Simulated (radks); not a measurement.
# In³⁺ in [Kr] 4d10: an all-electron calculation

An exercise on one series of results from a longer session: the logs are not shown, and one member is left open.

The numbers are computed with radks (a radial shooting solver on a logarithmic mesh, Libxc functionals) version 1 (non-relativistic Kohn-Sham, r2SCAN, spin-polarised, spherical densities, point nucleus), except any that are marked as measured or tabulated.

### Starting point

- element: indium (Z = 49)
- charge: +3
- electrons: 46
- configuration: [Kr] 4d10

Outer shells as boxes (Hund's rule):

In³⁺
```
[Kr] core
4d [↑↓][↑↓][↑↓][↑↓][↑↓]
```

The first run:

Input:

```text
Z 49
configuration [Kr] 4d10 5s0 5p0 4f0 5d0
relativity non-relativistic
functional r2scan,r2scan
spin polarised
nucleus point
```

Launch:

```console
$ python run_ks.py task.json out
```

This one command runs every case of the session in turn.

Steps of the session up to this table: Self-consistent calculation.

One of the session's tables, all rows but one given; the rest of the session is left out.

Sizes of the orbitals, from the radial functions (bohr):

```
level      <r>  outermost maximum (interpolated)  90 % within  nodes
   1s  0.03106                            0.0206       0.0552      0
   2s   0.1343                             0.114        0.207      1
   2p        ?                                 ?            ?      ?
   3s   0.3608                             0.327        0.529      2
   3p   0.3524                             0.314        0.528      1
   3d   0.3243                             0.259        0.510      0
   4s   0.8803                             0.798         1.27      3
   4p   0.9355                             0.829         1.38      2
   4d    1.137                             0.924         1.76      1
   5s    2.297                              2.06         3.31      4
   5p    2.667                              2.37         3.87      3
```

**Question.** Estimate the row for 2p.

**Answer.** <r>: 0.1146; outermost maximum (interpolated): 0.0893; 90 % within: 0.186; nodes: 0. In the column «<r>» it lies between 1s (0.03106) and 2s (0.1343).

To keep in mind: Relativity is left out here, which matters for elements this heavy.
